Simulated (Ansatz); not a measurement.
# ScCu: the cost of one run

Program: Ansatz 0.2.0, driven from Python. Level of theory: DFT PBEsol+D3(BJ) with three-body term, plane waves, PAW. These are calculated values, not measurements.

## Step 1: The system

The structure is cubic, space group Pm-3m (No. 221). Conventional cell: a = 3.256 Å, b = 3.256 Å, c = 3.256 Å, α = 90.00°, β = 90.00°, γ = 90.00°. Sc (site symmetry m-3m) has 8 Cu at 2.82 Å as nearest neighbours. Cu (site symmetry m-3m) is surrounded by 8 Sc at 2.82 Å.

The script holds or builds the structure itself.

## Step 2: Script

ecut_sccu.py reads:

```python
"""Cutoff test for ScCu."""

import ansatz as az
import pandas as pd


def main() -> None:
    structure = (
        az.Lattice.of([3.256, 0.0, 0.0], [0.0, 3.256, 0.0], [0.0, 0.0, 3.256])
        .atom("Sc", [0.5, 0.5, 0.5])
        .atom("Cu", [0.0, 0.0, 0.0])
    )

    setup = (
        structure.calculation()
        .occupations(az.OccupationsMethod.FERMI_DIRAC, width=0.05)
        .functional(az.Functional.PBESOL, dispersion="d3bjatm")
        .kpoints(9)
    )

    rows = []
    for value in [250, 350, 450, 550, 650, 750]:
        data = setup.basis(value).run().report
        rows.append((value, data["free_energy_ev"] / len(data["lattice"]["sites"]), data["n_iterations"], data["n_pw"]))

    table = pd.DataFrame(rows, columns=["cutoff (eV)", "F/atom (eV)", "iterations", "plane waves"])
    print(table.round(5).to_string(index=False))

    # the last row is the reference
    for row in rows[:-1]:
        shift = 1000 * (row[1] - rows[-1][1])
        print(f"{row[0]}: {shift:+.2f} meV/atom" + ("  (within 5 meV)" if abs(shift) < 5 else ""))


if __name__ == "__main__":
    main()
```

## Step 3: The input behind the calls

The engine receives this input (first run):

```yaml
crystal:
  lattice:
    - [3.256, 0.0, 0.0]
    - [0.0, 3.256, 0.0]
    - [0.0, 0.0, 3.256]
  atoms:
    - { symbol: Sc, position: [0.5, 0.5, 0.5] }
    - { symbol: Cu, position: [0.0, 0.0, 0.0] }
basis:
  ecutwfc: 250.0
kpoints:
  mp_grid:
    grid: [9, 9, 9]
hamiltonian:
  xc: pbesol
  dispersion: d3bjatm
scf:
  occupations:
    method: fermi_dirac
    width: 0.05
```

## Step 4: The run

Command:

```
> python ecut_sccu.py
```

What time and memory should one allow on 1 thread of Arm Neoverse N1, shared host?

About 18 s, with a peak of 0.46 GiB.
